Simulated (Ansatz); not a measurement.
**H2O3SW: basis-set convergence**

An exercise on one series of results from a longer session: the logs are not shown, and one member is left open.

Program: Ansatz 0.2.0, Gaussian basis. Level of theory: one geometry, several basis sets. These are calculated values, not measurements.

Plan: PBE0-D4/def2-SVP; ωB97M-V/def2-SVP; PBE0-D4/def2-QZVPP; ωB97M-V/def2-QZVPP; the functionals' def2-TZVPP values are taken from earlier runs.

### The geometry

All runs share one geometry, relaxed beforehand with PBE0-D4 in a triple-zeta def2 set. W takes the def2 core potential; no spin-orbit term is included.

7 atoms, charge 0, spin multiplicity 1.

Atoms are counted from 1 here; the program's logs count them from 0.

Bond lengths: O1–W2 1.697 Å, W2–O3 1.875 Å, W2–O4 1.874 Å, W2–S5 2.136 Å, O3–H6 0.960 Å, O4–H7 0.961 Å. Angles: O1–W2–O3 109.5°, O1–W2–O4 107.9°, O1–W2–S5 109.6°, O3–W2–O4 110.5°, O3–W2–S5 109.2°, O4–W2–S5 110.1°, W2–O3–H6 124.0°, W2–O4–H7 123.9°.

Coordinates:

```
O    -1.2050   -1.4252    0.5161
W    -0.3138   -0.0449    0.0919
O     1.1385    0.1466    1.2628
O     0.2893   -0.2660   -1.6688
S    -1.5598    1.6849    0.2308
H     1.4007   -0.5161    1.9067
H     0.2501    0.4206   -2.3395
```

The first run:

The input, in.yaml:

```yaml
crystal:
  periodic: [false, false, false]
  atoms:
    - {symbol: O, position_ang: [-1.205038, -1.425184, 0.516099]}
    - {symbol: W, position_ang: [-0.313773, -0.044914, 0.091900]}
    - {symbol: O, position_ang: [1.138481, 0.146647, 1.262845]}
    - {symbol: O, position_ang: [0.289336, -0.265952, -1.668814]}
    - {symbol: S, position_ang: [-1.559784, 1.684880, 0.230764]}
    - {symbol: H, position_ang: [1.400674, -0.516083, 1.906661]}
    - {symbol: H, position_ang: [0.250113, 0.420607, -2.339455]}
basis:
  gaussian: {orbitals: def2-SVP}
hamiltonian: {xc: pbe0, dispersion: d4}
output: {orbitals: {seedname: orbitals}}
```

The run is started by

```
> ansatz run in.yaml --threads 4 --pin off --events-out ev --progress --plain --max-ram 10444MiB
```

Steps of the session up to this table: PBE0-D4 in def2-SVP; ωB97M-V in def2-SVP; PBE0-D4 in def2-QZVPP; ωB97M-V in def2-QZVPP.

One of the session's tables, all rows but one given; the rest of the session is left out.

It belongs to the step «Density functionals: the series». 

```
functional       basis  HOMO (eV)  LUMO (eV)
   PBE0-D4    def2-SVP      -7.61      -2.17
   PBE0-D4  def2-TZVPP      -7.62      -2.21
   PBE0-D4  def2-QZVPP          ?          ?
   ωB97M-V    def2-SVP      -9.68      -0.06
   ωB97M-V  def2-TZVPP      -9.73      -0.15
   ωB97M-V  def2-QZVPP      -9.76      -0.23
```

**Question.** Estimate the row for PBE0-D4, def2-QZVPP.

**Answer.** HOMO (eV): -7.65; LUMO (eV): -2.25. In the column «HOMO (eV)» it lies between ωB97M-V, def2-SVP (-9.68) and PBE0-D4, def2-TZVPP (-7.62).
